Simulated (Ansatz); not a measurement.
# Al2FHSe: how energies converge with the basis set

Aim: see how fast density functionals converge with the basis set for Al2FHSe.

Method: one geometry, several basis sets; program: Ansatz 0.2.0, Gaussian basis.

The runs, in order: PBE0-D4/def2-SVP; ωB97M-V/def2-SVP; PBE0-D4/def2-QZVPP; ωB97M-V/def2-QZVPP; the functionals' def2-TZVPP values are taken from earlier runs.

## 1. The geometry

An earlier PBE0-D4 in a triple-zeta def2 set relaxation fixed the geometry.

SMILES `[F][Al]1[AlH][Se]1`, 5 atoms, charge 0, spin multiplicity 1.

Atoms are counted from 1 here; the program's logs count them from 0.

Bond lengths: F1–Al2 1.644 Å, Al2–Al3 2.392 Å, Al2–Se4 2.341 Å, Al3–Se4 2.358 Å, Al3–H5 1.580 Å. Angles: F1–Al2–Al3 170.1°, F1–Al2–Se4 130.2°, Al3–Al2–Se4 59.8°, Al2–Al3–Se4 59.0°, Al2–Al3–H5 169.7°, Se4–Al3–H5 131.2°, Al2–Se4–Al3 61.2°.

Coordinates:

```
F    -1.3121   -2.1879    1.2942
Al   -0.5135   -0.9443    0.5734
Al    0.9544    0.7742   -0.2110
Se   -1.1808    0.4730   -1.1658
H     2.1018    1.8114   -0.5323
```

## 2. PBE0-D4 in def2-SVP

The input, in.yaml:

```yaml
crystal:
  periodic: [false, false, false]
  atoms:
    - {symbol: F, position_ang: [-1.312107, -2.187915, 1.294243]}
    - {symbol: Al, position_ang: [-0.513486, -0.944339, 0.573429]}
    - {symbol: Al, position_ang: [0.954405, 0.774237, -0.211011]}
    - {symbol: Se, position_ang: [-1.180813, 0.472971, -1.165779]}
    - {symbol: H, position_ang: [2.101802, 1.811445, -0.532281]}
basis:
  gaussian: {orbitals: def2-SVP}
hamiltonian: {xc: pbe0, dispersion: d4}
output: {orbitals: {seedname: orbitals}}
```

Started as:

```
ansatz run in.yaml --threads 2 --pin off --events-out ev --progress --plain --max-ram 4352MiB
```

Further steps of the session: ωB97M-V in def2-SVP; PBE0-D4 in def2-QZVPP; ωB97M-V in def2-QZVPP.

**Question.** What will the summary of the whole plan be? Wanted: PBE0-D4: double and triple zeta above quadruple; ωB97M-V: double and triple zeta above quadruple.

**Answer**, as computed:

| quantity | value |
| --- | --- |
| PBE0-D4: double and triple zeta above quadruple | 18.03, 1.92 eV |
| ωB97M-V: double and triple zeta above quadruple | 17.94, 1.85 eV |

In words: For PBE0-D4 the step from double to triple zeta gains 16.11 eV and the next only 1.92 eV. These are total energies; as a rule much of such shifts cancels in differences, which this series doesn't test.
